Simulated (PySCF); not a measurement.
# A diatomic session: MgSe

One table from this session's results is given with a row withheld; the runs are named, their logs left out.

Method: Mg pcseg-1, Se pcseg-1, no relativity; program: PySCF 2.14.0.

The first run:

The job is set up so:

* atoms: Mg, Se
* charge: 0
* basis: Mg pcseg-1, Se pcseg-1
* Hamiltonian: no relativity
* basis functions: 37
* electrons treated: 46
* masses in u: 23.9850, 79.9165
* levels: PBE0, PBE, r²SCAN, M06-L, BLYP, r²SCANh, CAM-B3LYP, HF, MP2, SCS-MP2, CCSD, CCSD(T)
* grid: 80 radial by 434 angular points
* occupations: held fixed by the projection of orbital angular momentum
* dissociation limit: Mg + Se, each in its ground configuration
* starting distance in angstrom: 2.470
* values of 2S to try: 0, 2

The run is started by

```bash
$ OMP_NUM_THREADS=1 python dia.py task.json out
```

Among the steps run: Set-up; The PBE0 curve of the state that the search chose; Other states along the same grid; PBE (GGA); r²SCAN; M06-L (meta-GGA); BLYP (GGA); r²SCANh (hybrid meta-GGA); CAM-B3LYP (range-separated hybrid); RHF (mean field); Adding correlation.

One of the session's tables, all rows but one given; the rest of the session is left out.

It belongs to the step «The curves together». Energy (eV) from each level's lowest point:

| R (Å) | RHF | RHF-MP2 | RHF-SCS-MP2 | RHF-CCSD | RHF-CCSD(T) |
| --- | --- | --- | --- | --- | --- |
| 1.962 | 0.948 | 1.042 | 1.063 | n/a | n/a |
| 2.054 | 0.420 | 0.478 | 0.496 | 0.524 | 0.537 |
| 2.145 | 0.132 | 0.159 | 0.172 | 0.196 | 0.202 |
| 2.213 | 0.030 | 0.040 | 0.047 | 0.064 | 0.066 |
| 2.282 | 0.000 | 0.000 | 0.000 | 0.005 | 0.005 |
| 2.350 | 0.022 | 0.021 | 0.012 | 0.000 | 0.000 |
| 2.442 | 0.108 | 0.121 | 0.097 | 0.055 | 0.057 |
| 2.556 | ? | ? | ? | ? | ? |
| 2.693 | 0.494 | 0.624 | 0.549 | 0.407 | 0.417 |
| 2.875 | 0.795 | 1.048 | 0.935 | n/a | n/a |

Estimate the missing values for R (Å) = 2.556.

Worked estimate for «RHF». A straight line through the neighbours (2.442, 0.108) and (2.693, 0.494) gives 0.108 + (0.494 − 0.108) × (2.556 − 2.442) / (2.693 − 2.442) = 0.283; a parabola fitted to 4 rows on both sides gives 0.277.

**Answer.** RHF: 0.269; RHF-MP2: 0.323; RHF-SCS-MP2: 0.277; RHF-CCSD: 0.190; RHF-CCSD(T): 0.196. In «RHF» the line misses by +0.014 and the parabola by +0.008.
